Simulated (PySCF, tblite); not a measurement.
**BH3O3, a fragment of a glass network (monomer): NMR shifts, core binding energies and electronic excitations**

Wanted: the NMR shifts, core binding energies and electronic excitations for `OB(O)O`. It is drawn as: B3, OH ends, O bridges.

Programs: tblite 0.8.0 and PySCF 2.14.0. All values are calculated, for the isolated system unless a continuum is named. Atoms count from 0, parts from 1.

## 1. Starting point

7 atoms, charge 0, multiplicity 1; geometry: distance geometry start.

## 2. Relaxing the cluster with GFN2-xTB

The job: settings as JSON, then the geometry in Å.

```
{"job": {"kind": "relax", "xc": "GFN2-xTB", "basis": "xTB"}, "charge": 0, "multiplicity": 1}
O     -0.003116    -1.443138    -0.088444
B     -0.077506    -0.006889     0.152959
O     -1.131382     0.818440    -0.481231
O      1.247525     0.626019     0.204139
H     -0.577418    -1.906494     0.547521
H     -1.327284     1.624242     0.089332
H      1.843530     0.280536    -0.481777
```

With the program's defaults for keys left out, this is: GFN2-xTB geometry optimisation, gas phase.

Started as:

```
$ OMP_NUM_THREADS=1 python cluster_run.py task.json out
```

The driver reads the jobs from task.json and runs them one after another.

**Question.** The jobs that follow are: PBE0-D3(BJ)/def2-SVP geometry optimisation, gas phase; GIAO PBE0/pcSseg-2 NMR shielding, non-relativistic, gas phase; delta-SCF UKS SCAN, pcX-2 on the ionised atom, pcseg-1 elsewhere, spin-free X2C; TDDFT CAM-B3LYP/def2-SVPD, vertical, gas phase, core orbitals frozen in the response. Predict: point group; rotational constants (main isotopes); ¹H shifts against TMS (PBE0/pcSseg-2, means over atoms taken as alike); ¹⁷O shifts against H2O (PBE0/pcSseg-2, means over atoms taken as alike); ¹¹B shifts against BF3·OEt2 (PBE0/pcSseg-2); O1s binding energies, SCAN/pcX-2; B1s binding energies, SCAN/pcX-2; lowest singlet (CAM-B3LYP/def2-SVPD); brightest single state of those computed; lowest triplet; vertical ionisation energy (ΔSCF).

As calculated:

```
                                                               quantity                        value
                                                            point group                          C3h
                                   rotational constants (main isotopes)       10.06, 10.04, 5.02 GHz
 ¹H shifts against TMS (PBE0/pcSseg-2, means over atoms taken as alike)                     2.83 ppm
¹⁷O shifts against H2O (PBE0/pcSseg-2, means over atoms taken as alike)                     74.5 ppm
                            ¹¹B shifts against BF3·OEt2 (PBE0/pcSseg-2)                     19.0 ppm
                                       O1s binding energies, SCAN/pcX-2                 O0 539.34 eV
                                       B1s binding energies, SCAN/pcX-2                 B1 198.43 eV
                                   lowest singlet (CAM-B3LYP/def2-SVPD)  8.10 eV (153 nm), f = 0.000
                               brightest single state of those computed  state 3, 9.13 eV, f = 0.061
                                                         lowest triplet                      7.84 eV
                                      vertical ionisation energy (ΔSCF)                     12.33 eV
```

In words: The optimisation took 4 steps and gained 0.056 eV; among the close pairs (by a distance rule), B1–O3 changed most, from 1.396 to 1.364 Å (PBE0/def2-SVP). At PBE0/pcSseg-2: Shielding is most anisotropic at O0, O2, O3 (span 113 ppm, paramagnetic term -134 ppm). The first singlet state (HOMO→LUMO 0.88) lies at 8.10 eV and is dark; of the 6 states computed, the strongest absorption comes from state 3 at 9.13 eV. The lowest triplet lies 0.25 eV below the lowest singlet (triplets in Tamm-Dancoff, singlets in full TDDFT). ΔSCF puts the ionisation energy at 12.33 eV, 1.32 eV above −ε(HOMO).
